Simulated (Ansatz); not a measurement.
# CH4BClSi: shape, modes and thermochemistry

Aim: relax CH4BClSi from a cheap starting geometry, then compute its harmonic vibrations to see whether it is a minimum and to get the zero-point energy and entropy, and look at its orbitals and charge.

The runs use Ansatz 0.2.0, Gaussian basis; RKS PBE0-D4/def2-TZVP.

Levels to be run: relaxation at PBE-D4/def2-SVP; relaxation at PBE0-D4/def2-TZVP; harmonic vibrations at the same level; a single point in def2-TZVPP for the fields.

**1. Starting geometry**

8 atoms, charge 0, spin multiplicity 1.

Atoms are counted from 1 here; the program's logs count them from 0.

Bond lengths: Cl1–Si2 2.114 Å, Si2–B3 2.029 Å, Si2–C4 1.777 Å, Si2–H5 1.466 Å, B3–C4 1.581 Å, B3–H6 1.194 Å, C4–H7 1.068 Å, C4–H8 1.133 Å. Angles: Cl1–Si2–B3 107.3°, Cl1–Si2–C4 111.8°, Cl1–Si2–H5 122.3°, B3–Si2–C4 48.5°, B3–Si2–H5 106.1°, C4–Si2–H5 125.6°, Si2–B3–C4 57.4°, Si2–B3–H6 151.2°, C4–B3–H6 150.6°, Si2–C4–B3 74.1°, Si2–C4–H7 118.8°, Si2–C4–H8 111.5°, B3–C4–H7 117.5°, B3–C4–H8 108.8°, H7–C4–H8 118.1°.

As a file:

```xyz
8
charge 0, multiplicity 1
Cl    1.63610    1.72860   -1.09840
Si   -0.16080    0.65270   -0.81160
B    -0.18520    0.02010    1.11620
C     0.13380   -0.94600   -0.09370
H    -1.47760    1.24770   -1.06010
H    -0.22250    0.24060    2.28940
H     1.11680   -1.36110   -0.14820
H    -0.74850   -1.63980   -0.24940
```

The start is a force-field geometry with small random shifts, so a cheaper pass at PBE-D4/def2-SVP comes first.

**2. Geometry optimisation, PBE-D4/def2-SVP (cheap first pass)**

in.yaml

```yaml
crystal:
  periodic: [false, false, false]
  atoms:
    - {symbol: Cl, position_ang: [1.636100, 1.728600, -1.098400]}
    - {symbol: Si, position_ang: [-0.160800, 0.652700, -0.811600]}
    - {symbol: B, position_ang: [-0.185200, 0.020100, 1.116200]}
    - {symbol: C, position_ang: [0.133800, -0.946000, -0.093700]}
    - {symbol: H, position_ang: [-1.477600, 1.247700, -1.060100]}
    - {symbol: H, position_ang: [-0.222500, 0.240600, 2.289400]}
    - {symbol: H, position_ang: [1.116800, -1.361100, -0.148200]}
    - {symbol: H, position_ang: [-0.748500, -1.639800, -0.249400]}
basis:
  gaussian: {orbitals: def2-SVP}
hamiltonian: {xc: pbe, dispersion: d4}
relax: {f_tol: 0.03, max_steps: 200}
```

Command:

```bash
$ ansatz run in.yaml --threads 2 --pin off --events-out ev --progress --plain --max-ram 4352MiB
```

What it wrote, shortened:

```text
Functional definition: PBE
  name "PBE"
  cite "Perdew, Burke & Ernzerhof, Phys. Rev. Lett. 77, 3865 (1996) doi:10.1103/PhysRevLett.77.3865"
  parent pbe
[...]
935 factors; their error is unknown
[...]
mean field -22157.35798219 eV, -814.2678870489 hartree, gradient 5.3e-5 eV, S^2 0.000000; 0 other end points of the search recorded, 0 dependent functions left out
[...]
reference -22157.35801515 eV, -814.2678882599 hartree; 23, 23 occupied and 61, 61 virtual orbitals, 935 factors
relax step   1: F+E_penalty+E_count = -22157.53716258 eV  Δ(F+E_penalty+E_count) = +0.000e0 eV  max|allowed force component| = 2.541e0 eV/Å  Δτ_max = 0.0000 Å  (28 SCF iters, accepted)
[...]
relax step   4: F+E_penalty+E_count = -22158.35054366 eV  Δ(F+E_penalty+E_count) = -6.785e-2 eV  max|allowed force component| = 3.234e-1 eV/Å  Δτ_max = 0.1257 Å  (29 SCF iters, accepted)
[...]
relax step   7: F+E_penalty+E_count = -22158.54393984 eV  Δ(F+E_penalty+E_count) = -7.987e-2 eV  max|allowed force component| = 1.040e0 eV/Å  Δτ_max = 0.0603 Å  (30 SCF iters, accepted)
[...]
relax step  10: F+E_penalty+E_count = -22158.71232506 eV  Δ(F+E_penalty+E_count) = -1.005e-2 eV  max|allowed force component| = 2.771e-1 eV/Å  Δτ_max = 0.0636 Å  (30 SCF iters, accepted)
[...]
relax step  13: F+E_penalty+E_count = -22158.72140387 eV  Δ(F+E_penalty+E_count) = -7.208e-4 eV  max|allowed force component| = 5.813e-2 eV/Å  Δτ_max = 0.0242 Å  (31 SCF iters, accepted)
[...]
relax step  14: F+E_penalty+E_count = -22158.72185377 eV  Δ(F+E_penalty+E_count) = -4.499e-4 eV  max|allowed force component| = 2.836e-2 eV/Å  Δτ_max = 0.0069 Å  (31 SCF iters, accepted)
935 factors; their error is unknown
[...]
mean field -22158.54853892 eV, -814.3116392017 hartree, gradient 8.2e-6 eV, S^2 0.000000; 1 other end points of the search recorded, 0 dependent functions left out
[...]
reference -22158.54857076 eV, -814.3116403716 hartree; 23, 23 occupied and 61, 61 virtual orbitals, 935 factors
Total energy: -22158.72188561 eV, -814.3180095749 hartree
Atom 0 at     1.299001     2.223209    -1.119178 Å, force     0.005690     0.003976     0.000513 eV/Å
Atom 1 at    -0.219334     0.964099    -0.451412 Å, force    -0.004384    -0.003358     0.012707 eV/Å
Atom 2 at    -0.148997    -0.002976     1.187794 Å, force    -0.009056     0.004875    -0.015941 eV/Å
Atom 3 at    -0.023439    -1.059090     0.146521 Å, force     0.009972     0.015017     0.028362 eV/Å
Atom 4 at    -1.167116     0.791755    -1.597725 Å, force    -0.001406    -0.003549    -0.004464 eV/Å
Atom 5 at     0.373221     0.143624     2.265309 Å, force     0.009387    -0.001528     0.003017 eV/Å
Atom 6 at     0.675754    -1.913302     0.236209 Å, force    -0.004080    -0.004258    -0.006916 eV/Å
Atom 7 at    -0.696989    -1.204519    -0.723316 Å, force    -0.006124    -0.011174    -0.017278 eV/Å
Dipole moment:    -0.135449    -0.175286    -0.167709 e Å
```

It took 18 s on 2 threads of Arm Neoverse V2, shared host.

The steps of the relaxation:

```csv
step,energy from step 1 (eV),largest force component (eV/Å)
1,0.0000,2.5406
2,-0.5214,1.4709
3,-0.7455,1.1041
4,-0.8134,0.3234
5,-0.8770,0.5451
6,-0.9269,1.2822
7,-1.0068,1.0402
8,-1.0691,1.8509
9,-1.1651,0.3596
10,-1.1752,0.2771
11,-1.1809,0.1805
12,-1.1835,0.0580
13,-1.1842,0.0581
14,-1.1847,0.0284
```

Close pairs (by a distance rule), those that changed most:

```csv
bond,before (Å),after (Å),change (Å)
Si2–C4,1.777,2.119,+0.342
Si2–B3,2.029,1.905,-0.125
B3–C4,1.581,1.488,-0.092
C4–H7,1.068,1.108,+0.039
Cl1–Si2,2.114,2.082,-0.031
Si2–H5,1.466,1.497,+0.031
C4–H8,1.133,1.110,-0.023
B3–H6,1.194,1.206,+0.012
```

**3. Optimising with PBE0-D4/def2-TZVP**

in.yaml

```yaml
crystal:
  periodic: [false, false, false]
  atoms:
    - {symbol: Cl, position_ang: [1.299001, 2.223209, -1.119178]}
    - {symbol: Si, position_ang: [-0.219334, 0.964099, -0.451412]}
    - {symbol: B, position_ang: [-0.148997, -0.002976, 1.187794]}
    - {symbol: C, position_ang: [-0.023439, -1.059090, 0.146521]}
    - {symbol: H, position_ang: [-1.167116, 0.791755, -1.597725]}
    - {symbol: H, position_ang: [0.373221, 0.143624, 2.265309]}
    - {symbol: H, position_ang: [0.675754, -1.913302, 0.236209]}
    - {symbol: H, position_ang: [-0.696989, -1.204519, -0.723316]}
basis:
  gaussian: {orbitals: def2-TZVP}
hamiltonian: {xc: pbe0, dispersion: d4}
relax: {f_tol: 0.005, max_steps: 150}
```

Same command.

What it wrote, shortened:

```text
Functional definition: PBE0
  name "PBE0"
  cite "Adamo & Barone, J. Chem. Phys. 110, 6158 (1999) doi:10.1063/1.478522"
  cite "Perdew, Burke & Ernzerhof, Phys. Rev. Lett. 77, 3865 (1996) doi:10.1103/PhysRevLett.77.3865"
  parent pbe
[...]
1061 factors; their error is unknown
[...]
mean field -22169.69254203 eV, -814.7211737623 hartree, gradient 2.1e-5 eV, S^2 0.000000; 0 other end points of the search recorded, 0 dependent functions left out
[...]
reference -22169.69257355 eV, -814.7211749205 hartree; 23, 23 occupied and 137, 137 virtual orbitals, 1061 factors
relax step   1: F+E_penalty+E_count = -22169.83929280 eV  Δ(F+E_penalty+E_count) = +0.000e0 eV  max|allowed force component| = 4.682e-1 eV/Å  Δτ_max = 0.0000 Å  (29 SCF iters, accepted)
[...]
reference -22169.73993874 eV, -814.7229155591 hartree; 23, 23 occupied and 137, 137 virtual orbitals, 1061 factors
Total energy: -22169.88746070 eV, -814.7283368914 hartree
Atom 0 at     1.296993     2.153605    -1.114691 Å, force    -0.000160     0.000719    -0.001027 eV/Å
Atom 1 at    -0.200214     0.913756    -0.465272 Å, force     0.000486    -0.003666     0.004335 eV/Å
Atom 2 at    -0.162754     0.007973     1.186797 Å, force    -0.001628    -0.000351    -0.002932 eV/Å
Atom 3 at     0.001469    -1.021237     0.133395 Å, force     0.003088     0.002566     0.002830 eV/Å
Atom 4 at    -1.180934     0.806237    -1.563675 Å, force     0.000463    -0.000455    -0.000502 eV/Å
Atom 5 at     0.334944     0.125514     2.256191 Å, force     0.000000     0.002007     0.001118 eV/Å
Atom 6 at     0.700950    -1.852322     0.204497 Å, force     0.000524    -0.002766    -0.001557 eV/Å
Atom 7 at    -0.698353    -1.190726    -0.693039 Å, force    -0.002774     0.001946    -0.002265 eV/Å
Dipole moment:    -0.146151    -0.192026    -0.142391 e Å
```

It took 26 s on 2 threads of Arm Neoverse V2, shared host.

Along the way:

```csv
step,energy from step 1 (eV),largest force component (eV/Å)
1,0.0000,0.4682
2,-0.0375,0.2441
3,-0.0443,0.1324
4,-0.0466,0.0915
5,-0.0479,0.0730
6,-0.0481,0.0285
7,-0.0481,0.0190
8,-0.0481,0.0043
```

Close pairs (by a distance rule), those that changed most:

```csv
bond,before (Å),after (Å),change (Å)
Si2–C4,2.119,2.036,-0.083
Cl1–Si2,2.082,2.050,-0.033
B3–H6,1.206,1.185,-0.021
Si2–H5,1.497,1.476,-0.021
Si2–B3,1.905,1.884,-0.020
C4–H7,1.108,1.089,-0.019
C4–H8,1.110,1.096,-0.014
B3–C4,1.488,1.482,-0.007
```

Mulliken charges at the end point, from the run's report:

```csv
atom,value (e)
Cl1,-0.21
Si2,0.21
B3,-0.03
C4,-0.36
H5,0.02
H6,0.05
H7,0.15
H8,0.18
```

**4. Force constants and modes**

in.yaml

```yaml
crystal:
  periodic: [false, false, false]
  atoms:
    - {symbol: Cl, position_ang: [1.296993, 2.153605, -1.114691]}
    - {symbol: Si, position_ang: [-0.200214, 0.913756, -0.465272]}
    - {symbol: B, position_ang: [-0.162754, 0.007973, 1.186797]}
    - {symbol: C, position_ang: [0.001469, -1.021237, 0.133395]}
    - {symbol: H, position_ang: [-1.180934, 0.806237, -1.563675]}
    - {symbol: H, position_ang: [0.334944, 0.125514, 2.256191]}
    - {symbol: H, position_ang: [0.700950, -1.852322, 0.204497]}
    - {symbol: H, position_ang: [-0.698353, -1.190726, -0.693039]}
basis:
  gaussian: {orbitals: def2-TZVP}
hamiltonian: {xc: pbe0, dispersion: d4}
phonons: {temperatures: {t_min: 298.15, t_max: 900, t_step: 200}}
```

Same command.

What it wrote, shortened:

```text
Functional definition: PBE0
  name "PBE0"
  cite "Adamo & Barone, J. Chem. Phys. 110, 6158 (1999) doi:10.1063/1.478522"
  cite "Perdew, Burke & Ernzerhof, Phys. Rev. Lett. 77, 3865 (1996) doi:10.1103/PhysRevLett.77.3865"
  parent pbe
[...]
1061 factors; their error is unknown
[...]
mean field -22169.73990728 eV, -814.7229144031 hartree, gradient 1.8e-5 eV, S^2 0.000000; 0 other end points of the search recorded, 0 dependent functions left out
[...]
reference -22169.73993876 eV, -814.7229155599 hartree; 23, 23 occupied and 137, 137 virtual orbitals, 1061 factors
[...]
1061 factors; their error is unknown
mean field -22169.73989709 eV, -814.7229140287 hartree, gradient 2.5e-6 eV, S^2 0.000000; 0 other end points of the search recorded, 0 dependent functions left out
[...]
reference -22169.73992857 eV, -814.7229151855 hartree; 23, 23 occupied and 137, 137 virtual orbitals, 1061 factors
[...]
Atom 0 at     1.296993     2.153605    -1.114691 Å, force    -0.000166     0.000713    -0.001030 eV/Å
Atom 1 at    -0.200214     0.913756    -0.465272 Å, force     0.000486    -0.003650     0.004318 eV/Å
Atom 2 at    -0.162754     0.007973     1.186797 Å, force    -0.001630    -0.000360    -0.002908 eV/Å
Atom 3 at     0.001469    -1.021237     0.133395 Å, force     0.003099     0.002582     0.002837 eV/Å
Atom 4 at    -1.180934     0.806237    -1.563675 Å, force     0.000469    -0.000455    -0.000496 eV/Å
Atom 5 at     0.334944     0.125514     2.256191 Å, force    -0.000001     0.002003     0.001112 eV/Å
Atom 6 at     0.700950    -1.852322     0.204497 Å, force     0.000527    -0.002775    -0.001553 eV/Å
Atom 7 at    -0.698353    -1.190726    -0.693039 Å, force    -0.002784     0.001942    -0.002279 eV/Å
Dipole moment:    -0.146152    -0.192026    -0.142390 e Å
Vibrations: 161.38 202.68 316.05 504.14 557.37 610.36 652.83 737.55 787.45 860.55 874.87 989.61 1182.07 1442.20 2267.06 2714.86 3082.80 3157.10 cm⁻¹, zero-point energy 1.308091 eV
```

Run time: 90 s. Hardware: 2 threads of Arm Neoverse V2, shared host.

Motions are named by where the mode's potential energy lies. The modes, unscaled (a negative number is an imaginary wavenumber):

```csv
mode,cm⁻¹,motion
1,161,bend
2,203,bend
3,316,bend with Si–C stretch
4,504,Si–Cl stretch
5,557,bend
6,610,bend
7,653,bend
8,738,bend
9,787,bend
10,861,bend
11,875,bend
12,990,bend
13,1182,B–C stretch with bend
14,1442,bend
15,2267,Si–H stretch
16,2715,B–H stretch
17,3083,C–H stretch
18,3157,C–H stretch
```

Ideal gas, rigid rotor and harmonic oscillator at 298.15 K and 1 bar, with symmetry number 1:

```csv
term,value
zero-point energy,126.2 kJ/mol
H(298) − E,143.1 kJ/mol
"entropy, translation",165.0 J/(mol K)
"entropy, rotation",108.0 J/(mol K)
"entropy, vibration",37.3 J/(mol K)
"entropy, total",310.3 J/(mol K)
```

**5. A single point for the fields**

in.yaml: that of step 4 with these lines changed.

```diff
@@ -12,4 +12,4 @@
 basis:
-  gaussian: {orbitals: def2-TZVP}
+  gaussian: {orbitals: def2-TZVPP}
 hamiltonian: {xc: pbe0, dispersion: d4}
-phonons: {temperatures: {t_min: 298.15, t_max: 900, t_step: 200}}
+output: {orbitals: {seedname: orbitals}}
```

The command is unchanged.

What it wrote:

```text
Functional definition: PBE0
  name "PBE0"
  cite "Adamo & Barone, J. Chem. Phys. 110, 6158 (1999) doi:10.1063/1.478522"
  cite "Perdew, Burke & Ernzerhof, Phys. Rev. Lett. 77, 3865 (1996) doi:10.1103/PhysRevLett.77.3865"
  parent pbe
  parameter a = 0.25
  parameter kappa = 0.804
  parameter beta = 0.06672455060314922
  exchange = (1 - a)*pbe_x(kappa = kappa, mu = beta*pi^2/3) + a*exact_x
  correlation = pbe_c(beta = beta)
1201 factors; their error is unknown
mean field evaluation 1: about -22162.2278 eV, gradient 5.4e1 eV
mean field evaluation 2: about -22150.5085 eV, gradient 7.8e1 eV
mean field evaluation 4: about -22169.6820 eV, gradient 4.5e0 eV
mean field evaluation 8: about -22169.7738 eV, gradient 3.0e-1 eV
mean field evaluation 16: about -22169.7739 eV, gradient 6.1e-5 eV
mean field -22169.77390615 eV, -814.7241638386 hartree, gradient 6.1e-5 eV, S^2 0.000000; 0 other end points of the search recorded, 0 dependent functions left out
reference -22169.77393771 eV, -814.7241649985 hartree; 23, 23 occupied and 179, 179 virtual orbitals, 1201 factors
Total energy: -22169.92145969 eV, -814.7295863309 hartree
```

Run time: 2.7 s. Hardware: 2 threads of Arm Neoverse V2, shared host.

Orbitals, density, ELF and potential are computed afterwards from the orbital file.

Frontier orbitals at PBE0-D4/def2-TZVPP, with the share of their density that lies nearest to each atom:

```csv
orbital,energy (eV),lies on
HOMO,-7.18,B3 29 %; Si2 26 %; C4 17 %
LUMO,-1.45,B3 42 %; Si2 18 %; H6 11 %
```

ELF in a plane through or near 4 of the atoms.

Ten even steps from '0' (0.00) to '9' (1.00):
```
0000000000000000000000000000
0000000000000000000000000000
0000000000000000011000000000
0000000000000003688630000000
0000022210000017999994000000
0001244431001138999997100000
0002456542235548999996100000
0003466654357851489862000000
0002455563113853345310000000
0001223331674565787310000000
0000000352241356687420000000
0000001799842356666420000000
0000014999961599964210000000
0000026999930799963100000000
0000013899600599952000000000
0000000243100267620000000000
0000000000000000000000000000
0000000000000000000000000000
0000000000000000000000000000
0000000000000000000000000000
```
The map spans 9.9 Å across and 8.7 Å up, centred on the molecule. Atoms in the plane (x, y in Å): Si2 (-1.0, 0.2), B3 (0.8, 0.8), H6 (1.4, 1.8), H8 (0.4, -1.5).

On the surface of density 0.002 e/bohr³ the electrostatic potential runs, from the 1st to the 99th percentile, from -0.40 to 1.37 V.

**6. Outcome**

```
                  quantity            value
               point group               C1
                     steps           14 + 8
shift from the start (rms)          0.544 Å
              total energy   -22169.8875 eV
           dispersion term         -148 meV
             dipole moment           1.35 D
lowest, highest wavenumber   161, 3157 cm⁻¹
         zero-point energy     126.2 kJ/mol
       entropy at 298.15 K  310.3 J/(mol K)
                HOMO, LUMO  -7.18, -1.45 eV
```

What this shows: The relaxed geometry lies 0.54 Å (rms) from the start; the bond that changed most is Si2–C4, from 1.777 to 2.036 Å. No mode is imaginary: a true minimum at this level. The stiffest mode, 3157 cm⁻¹, is a C–H stretch. Harmonic hybrid wavenumbers usually lie a few per cent above measured fundamentals. The largest Mulliken charge, -0.36 e, sits on C4. The HOMO lies mostly on B3 29 %; Si2 26 % and the LUMO on B3 42 %; Si2 18 %.
